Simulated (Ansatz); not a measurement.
**ClFH₂NSn radical: up Jacob's ladder to CCSD(T)**

The task here is to estimate one member of a computed series from the others.

Method: functionals in def2-TZVPP, the program's frozen cores in correlated methods; program: Ansatz 0.2.0, Gaussian basis.

The runs, in order: LDA (SPW92), PBE-D4, revPBE-D4, BLYP-D4, r2SCAN-D4, B97M-V, PBE0-D4, B3LYP-D4, r2SCANh-D4, r2SCAN0-D4, HSE06-D4, BHLYP-D4, CAM-B3LYP-D4, LC-ωPBE, ωB97X-V, ωB97M-V, B2PLYP, PBE-QIDH; CCSD(T)/def2-SVP; CCSD(T)/def2-TZVPP; MP2/def2-QZVPP; extrapolation to the limit; RPA on PBE.

### Structure used throughout

An earlier PBE0-D4 in a triple-zeta def2 set relaxation fixed the geometry. Sn takes the def2 core potential; no spin-orbit term is included.

SMILES `[NH2][Sn]([F])[Cl]`, 6 atoms, charge 0, spin multiplicity 2.

Atoms are counted from 1 here; the program's logs count them from 0.

Bond lengths: N1–Sn2 2.044 Å, N1–H5 1.015 Å, N1–H6 1.016 Å, Sn2–F3 1.926 Å, Sn2–Cl4 2.342 Å. Angles: Sn2–N1–H5 113.7°, Sn2–N1–H6 112.2°, H5–N1–H6 108.0°, N1–Sn2–F3 100.7°, N1–Sn2–Cl4 106.4°, F3–Sn2–Cl4 105.7°.

Set-up of the first run:

Input file in.yaml:

```yaml
crystal:
  periodic: [false, false, false]
  atoms:
    - {symbol: N, position_ang: [0.070826, 0.907178, -0.590032]}
    - {symbol: Sn, position_ang: [-0.475100, -0.848871, 0.301695]}
    - {symbol: F, position_ang: [0.916822, -2.020907, -0.330952]}
    - {symbol: Cl, position_ang: [-0.083168, -0.576234, 2.594630]}
    - {symbol: H, position_ang: [-0.581803, 1.667823, -0.428092]}
    - {symbol: H, position_ang: [0.194423, 0.806914, -1.593451]}
basis:
  gaussian: {orbitals: def2-TZVPP}
magnetization: {spin_polarized: true, initial_magnetization: 1}
hamiltonian: {xc: lda}
output: {orbitals: {seedname: orbitals}}
```

Launch:

```sh
> ansatz run in.yaml --threads 4 --pin off --events-out ev --progress --plain --max-ram 10444MiB
```

Steps of the session up to this table: LDA; PBE-D4 (GGA); revPBE-D4 (GGA); BLYP-D4 (GGA); r2SCAN-D4 (meta-GGA); B97M-V (meta-GGA); PBE0-D4 (hybrid); B3LYP-D4 (hybrid); r2SCANh-D4 (hybrid); r2SCAN0-D4 (hybrid); HSE06-D4 (hybrid); BHLYP-D4 (hybrid); CAM-B3LYP-D4 (range-separated); LC-ωPBE (range-separated); ωB97X-V (range-separated); ωB97M-V (range-separated); B2PLYP (double hybrid); PBE-QIDH (double hybrid).

One of the session's tables, all rows but one given; the rest of the session is left out.

It belongs to the step «Orbital energies across the functionals». 

```
  functional  HOMO (eV)  LUMO (eV)  gap (eV)
 LDA (SPW92)      -6.09      -5.45      0.64
      PBE-D4      -5.95      -5.09      0.86
   revPBE-D4      -5.90      -4.96      0.93
     BLYP-D4          ?          ?         ?
   r2SCAN-D4      -6.36      -4.89      1.47
      B97M-V      -6.16      -5.09      1.07
     PBE0-D4      -7.18      -4.31      2.87
    B3LYP-D4      -6.94      -4.64      2.30
  r2SCANh-D4      -6.82      -4.59      2.22
  r2SCAN0-D4      -7.49      -4.13      3.36
    HSE06-D4      -6.79      -4.67      2.11
    BHLYP-D4      -8.25      -3.53      4.72
CAM-B3LYP-D4      -8.45      -3.46      4.99
     LC-ωPBE      -9.77      -2.18      7.58
     ωB97X-V      -9.32      -2.48      6.84
     ωB97M-V      -9.23      -2.56      6.68
```

**Question.** Estimate the row for BLYP-D4.

Worked estimate for «HOMO (eV)». Against the share of exact exchange, B3LYP-D4 (0.2, -6.94), BHLYP-D4 (0.5, -8.25) give a slope of -4.37 per unit share; at 0 the line stands at -6.07.

As computed: HOMO (eV): -5.81; LUMO (eV): -5.06; gap (eV): 0.75. In «HOMO (eV)» the line misses by -0.26.
